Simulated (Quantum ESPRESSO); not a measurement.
MoSe: zone-centre phonons under several settings

```xyz
2
Lattice="0.0000 2.8929 2.8929 2.8929 0.0000 2.8929 2.8929 2.8929 0.0000" Properties=species:S:1:pos:R:3 pbc="T T T"
Mo    0.0000    0.0000    0.0000
Se    2.8929    2.8929    2.8929
```

The cell was built by a generator and needn't be a form met in nature.

All runs used Quantum ESPRESSO 7.5; k mesh 4 × 4 × 4, shifted; given cell, atoms relaxed; no spin polarisation; occupations fermi-dirac, width 0.05 eV.

```tsv
level	potentials	cutoff (eV)	pressure (GPa)	lowest optical mode without the field (cm⁻¹)
PBE	GBRV 1.5 PBE	612	-20.5	153i
PBE	JTH 2.0 PBE	707	-20.3	152i
PBE	SG15 PBE 1.2	952	-20.3	153i
PBE	SSSP 1.3 efficiency PBE	816	-20.4	153i
PBE	SPMS 1.0 PBE	952	?	?
PBE	Ansatz NC SR PBE	1170	-20.3	152i
PBE	PseudoDojo 0.4.1 SR PBE standard	1170	-20.3	152i
```

Question: What stands in the row left open?

Answer: Pressure -20.3 GPa; lowest optical mode without the field 152i cm⁻¹.

Values marked i are imaginary: the cell is unstable against those modes at that level, or the meshes are too thin.

Caveats: all runs use coarse meshes; the mesh is thin for the phonons of a metal; some modes are imaginary; the cell is more than 3 GPa from zero pressure, which shifts response properties.

For the row left open. Caveat: the k mesh is coarse (spacing up to 0.47 Å⁻¹), so the values aren't converged; the mesh is thin for the phonons of a metal; some modes are imaginary; the cell is more than 3 GPa from zero pressure, which shifts response properties.

The runs don't all hold the same shells in valence.
